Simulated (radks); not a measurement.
# Fe²⁺ in [Ne] 3s2 3p5 3d6 4f1: an all-electron calculation

An exercise on one series of results from a longer session: the logs are not shown, and one member is left open.

The numbers are computed with radks (a radial shooting solver on a logarithmic mesh, Libxc functionals) version 1 (scalar-relativistic Kohn-Sham, LDA (Slater exchange, Perdew-Wang correlation), spin-polarised, spherical densities, point nucleus; open shells are filled with parallel spins first), except any that are marked as measured or tabulated.

## What is computed

```
element       : iron (Z = 26)
charge        : +2
electrons     : 24
configuration : [Ne] 3s2 3p5 3d6 4f1
```

The outer shells:

Fe²⁺
```
[Ne] core
3s [↑↓]
3p [↑↓][↑↓][↑ ]
3d [↑↓][↑ ][↑ ][↑ ][↑ ]
4f [↑ ][  ][  ][  ][  ][  ][  ]
```

The first run:

Settings of this run:

```text
Z 26
configuration [Ne] 3s2 3p5 3d6 4f1
relativity scalar-relativistic
functional lda,pw
spin polarised
nucleus point
c 137.035999084
```

Steps of the session up to this table: Self-consistent calculation.

One table of the session follows, with a row left open; its other results are not shown here.

It belongs to the step «Orbitals and density». From the orbitals of this run (lengths in bohr):

| level | <r> | outermost maximum (interpolated) | 90 % within | nodes |
| --- | --- | --- | --- | --- |
| 1s up | 0.05855 | 0.0383 | 0.105 | 0 |
| 1s down | 0.05855 | 0.0383 | 0.105 | 0 |
| 2s up | 0.2676 | 0.223 | 0.415 | 1 |
| 2s down | 0.2671 | 0.223 | 0.414 | 1 |
| 2p up | 0.2358 | 0.180 | 0.387 | 0 |
| 2p down | 0.2353 | 0.180 | 0.386 | 0 |
| 3s up | ? | ? | ? | ? |
| 3s down | 0.8082 | 0.700 | 1.21 | 2 |
| 3p up | 0.8404 | 0.708 | 1.29 | 1 |
| 3p down | 0.8499 | 0.711 | 1.31 | 1 |
| 3d up | 0.9679 | 0.686 | 1.62 | 0 |
| 3d down | 1.012 | 0.697 | 1.71 | 0 |
| 4f up | 5.695 | 5.14 | 8.26 | 0 |
| 4f down | 6.051 | 5.39 | 8.84 | 0 |

Estimate the missing values for 3s up.

As computed: <r>: 0.8027; outermost maximum (interpolated): 0.698; 90 % within: 1.20; nodes: 2. In the column «<r>» it lies between 2s up (0.2676) and 3s down (0.8082).
